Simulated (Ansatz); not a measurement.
# YNi2B2C: the cost of one run

All numbers are computed with Ansatz 0.2.0, driven from Python. Level of theory: DFT r2SCAN+D4, plane waves, PAW.

### 1 The structure

It takes space group I4/mmm (No. 139, tetragonal). Conventional cell: a = 3.549 Å, b = 3.549 Å, c = 10.373 Å, α = 90.00°, β = 90.00°, γ = 90.00°. Y (site symmetry 4/mmm) is surrounded by 4 C at 2.51 Å. Ni (site symmetry -4m2) has 4 B at 2.09 Å in its first shell of neighbours. Around B (site symmetry 4mm) lie 1 C at 1.49 Å and 4 Ni at 2.09 Å. C (site symmetry 4/mmm) has 2 B at 1.49 Å in its first shell of neighbours.

No structure file is read: the coordinates are typed or built in the script.

### 2 The code

Contents of vcrelax.py:

```python
"""Cell relaxation of YNi2B2C."""

import ansatz as az
from ase.data import atomic_numbers
import numpy as np
from pymatgen.core import Structure
from pymatgen.symmetry.analyzer import SpacegroupAnalyzer
import spglib

def edges_and_angles(cell):
    cell = np.asarray(cell)
    a, b, c = np.linalg.norm(cell, axis=1)
    cosines = cell[1] @ cell[2] / (b * c), cell[0] @ cell[2] / (a * c), cell[0] @ cell[1] / (a * b)
    return (a, b, c, *np.degrees(np.arccos(cosines)))


def main() -> None:
    system = (
        az.Lattice.from_parameters(3.54879, 3.54879, 10.372512, alpha=90, beta=90, gamma=90)
        .space_group(139, hermann_mauguin="I4/mmm")
        .atom("Y", (0.5, 0.5, 0.0))
        .atom("Ni", (0.0, 0.5, 0.25))
        .atom("B", (0.0, 0.0, 0.143902))
        .atom("C", (0.0, 0.0, 0.0))
        .primitive()
        .moments(Ni=1.0)
    )

    # edges free, angles fixed
    setup = (
        system.calculation()
        .functional("r2scan", dispersion="d4")
        .basis(750)
        .kpoints(11)
        .occupations(az.OccupationsMethod.COLD)
        .spin(az.SpinTreatment.COLLINEAR)
        .mixing("broyden", preconditioner="resta")
        .scf(extra_bands=16)
        .relax(density_extrapolation="second_order", fix_cell=["angles"])
    )
    steps = []


    def follow(event):
        if event["event"] != "relax_step":
            return
        row = event["data"]
        steps.append(row)
        print(f"step {row['step']:3d}  E = {row['lagrangian_ev']:.5f} eV  largest force component = {row['allowed_force_max_ev_ang']:.4f} eV/A  P = {row['pressure_gpa']:.3f} GPa")


    res = setup.session().plan(threads=1).execute(on_event=follow)
    summary = res.report

    first, last = steps[0], steps[-1]
    symbols = [site.symbol for site in res.lattice.sites]
    print(f"energy gained {first['lagrangian_ev'] - last['lagrangian_ev']:.4f} eV in {len(steps) - 1} steps")
    for label, vectors in (("before", first["cell_ang"]), ("after", res.lattice.cell_ang)):
        print(label, "a b c (A) {:.4f} {:.4f} {:.4f}  angles {:.2f} {:.2f} {:.2f}".format(*edges_and_angles(vectors)), f" V = {abs(np.linalg.det(vectors)):.3f} A^3")
    print("final stress xx yy zz (GPa, compression positive):", np.round(np.diag(summary["stress_gpa"]), 3) + 0.0)

    print("atom   start x y z (A)              end x y z (A)")
    for symbol, a, b in zip(symbols, first["positions_ang"], last["positions_ang"]):
        print(f"{symbol:3s}", " ".join(f"{v:8.4f}" for v in a), "  ", " ".join(f"{v:8.4f}" for v in b))

    fractions = [site.position_frac for site in res.lattice.sites]
    numbers = [atomic_numbers[s] for s in symbols]
    for tolerance in (1e-3, 1e-2, 1e-1):
        print(f"space group at {tolerance} A:", spglib.get_spacegroup((res.lattice.cell_ang, fractions, numbers), symprec=tolerance))

    change = np.array(last["positions_ang"]) @ np.linalg.inv(last["cell_ang"]) - np.array(first["positions_ang"]) @ np.linalg.inv(first["cell_ang"])
    moved = np.linalg.norm(change @ np.array(last["cell_ang"]), axis=1)
    print("displacement within the cell, strain taken out (A):", " ".join(f"{s}:{d:.3f}" for s, d in zip(symbols, moved)))

    print("%-22s %14.5f eV" % ("F = E - TS", summary["free_energy_ev"]))
    print("%-22s %14.5f eV" % ("E", summary["internal_energy_ev"]))
    print("%-22s %14.5f eV" % ("Harris-Foulkes", summary["harris_foulkes_ev"]))
    print("%-22s %14.5f eV" % ("Fermi level", summary["fermi_energy_ev"]))

    print(f"net moment {summary['magnetization_mub']:.3f} muB, absolute {summary['absolute_magnetization_mub']:.3f} muB")
    for index, (site, m) in enumerate(zip(res.lattice.sites, summary["site_moments_mub"])):
        print(f"  {index:2d} {site.symbol:2s} {m:7.3f}")

    final = Structure(res.lattice.cell_ang, [s.symbol for s in res.lattice.sites], [s.position_frac for s in res.lattice.sites])
    analyser = SpacegroupAnalyzer(final, symprec=0.01)
    standard = analyser.get_conventional_standard_structure()
    print(analyser.get_crystal_system(), analyser.get_space_group_symbol(), len(standard), "atoms in the conventional cell")
    print("a b c (A):", [round(x, 4) for x in standard.lattice.abc], " angles:", [round(x, 2) for x in standard.lattice.angles])
    print(f"mass density {float(final.density):.3f} g/cm^3")


if __name__ == "__main__":
    main()
```

### 3 What the engine is handed

The engine receives this input:

```yaml
crystal:
  lattice:
    a: 3.54879
    b: 3.54879
    c: 10.372512
    alpha: 90.0
    beta: 90.0
    gamma: 90.0
  space_group: 139
  setting:
    hermann_mauguin: I4/mmm
  atoms:
    - { symbol: "Y", position: [0.5, 0.5, 0.0] }
    - { symbol: Ni, position: [0.0, 0.5, 0.25] }
    - { symbol: B, position: [0.0, 0.0, 0.143902] }
    - { symbol: C, position: [0.0, 0.0, 0.0] }
  reduce_to_primitive: true
basis:
  ecutwfc: 750.0
kpoints:
  mp_grid:
    grid: [11, 11, 11]
hamiltonian:
  xc: r2scan
  dispersion: d4
magnetization:
  spin_polarized: true
  per_species:
    Ni: 1.0
scf:
  n_extra_bands: 16
  mixing:
    algorithm: broyden
    preconditioner: resta
  occupations:
    method: cold
relax:
  density_extrapolation: second_order
  cell:
    fix: [angles]
```

### 4 Launch

On the command line:

```console
$ python vcrelax.py
```

What time and memory should one allow on 1 thread of Arm Neoverse V2, shared host?

About 28 min, with a peak of 1.6 GiB.
